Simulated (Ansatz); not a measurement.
# Ca2Se: a trial structure relaxed

The task: take a trial cell of Ca2Se to zero force and stress.

Method: DFT PBE, scalar-relativistic, plane waves, PAW, in Ansatz 0.2.0.

### Step 1. The starting structure

It takes space group P-3m1 (No. 164, trigonal). Conventional cell: a = 3.522 Å, b = 3.522 Å, c = 6.527 Å, α = 90.00°, β = 90.00°, γ = 120.00°. Around Ca (site symmetry 3m) lie 3 Se at 2.57 Å. Se (site symmetry -3m) has 6 Ca at 2.57 Å as nearest neighbours.

Coordinates:

```
Ca Se
1.0
     3.52171    0.00000    0.00000
    -1.76086    3.04989    0.00000
     0.00000    0.00000    6.52651
Ca Se
2 1
Direct
  0.66667 0.33333 0.75873
  0.33333 0.66667 0.24127
  0.00000 0.00000 0.00000
```

Recipe of the guess: species swapped into a database cell of VSe2 (P-3m1, No. 164), with Se on the V sites and Ca on the Se sites. Lengths come from tabulated atomic sizes and are only a guess.

### Step 2. The guess as it stands, on a coarse mesh

File input.yaml:

```yaml
crystal:
  lattice:
    - [3.52171303, 0.0, 0.0]
    - [-1.76085651, 3.04989295, 0.0]
    - [0.0, 0.0, 6.52651204]
  atoms:
    - { symbol: Ca, position: [0.66666667, 0.33333333, 0.75872904] }
    - { symbol: Ca, position: [0.33333333, 0.66666667, 0.24127096] }
    - { symbol: Se, position: [0.0, 0.0, 0.0] }
basis:
  ecutwfc: 420
kpoints:
  mp_grid: { grid: [6, 6, 4] }
hamiltonian:
  xc: pbe
scf:
  occupations: { method: gaussian, width: 0.1 }
  lower_state_search: "off"
output:
  forces: true
  stress: true
  eigenvalues: true
```

Run with:

```
ansatz run input.yaml --threads 1 --pin off --max-ram 2560MiB --backend cpu --events-out ev --progress --plain --runs-dir out
```

Further runs follow: coarse relaxation; final relaxation.

Q: Predict the outcome of this session. Wanted: conventional cell; volume; energy over the elements; gap on the mesh.

**Answer**, as computed:

| quantity | value |
| --- | --- |
| symmetry at the end (tolerance 0.05 Å) | space group P-3m1 (No. 164) |
| conventional cell | a = 4.111 Å, b = 4.111 Å, c = 6.786 Å, α = 90.00°, β = 90.00°, γ = 120.00° |
| volume | 33.11 Å³/atom |
| energy over the elements | -1.25 eV/atom |
| gap on the mesh | none (metal) |

**Reading.** The space group P-3m1 (No. 164) is kept, and the volume per atom grows by 41.7 % from the first guess. It lies below the elements, which doesn't yet make it stable: competing phases were not computed in this session. No finished test with a distortion of lower symmetry is shown, so the end may be a saddle point. Spin polarisation is off in the runs that give these values; a magnetic solution could lie lower.
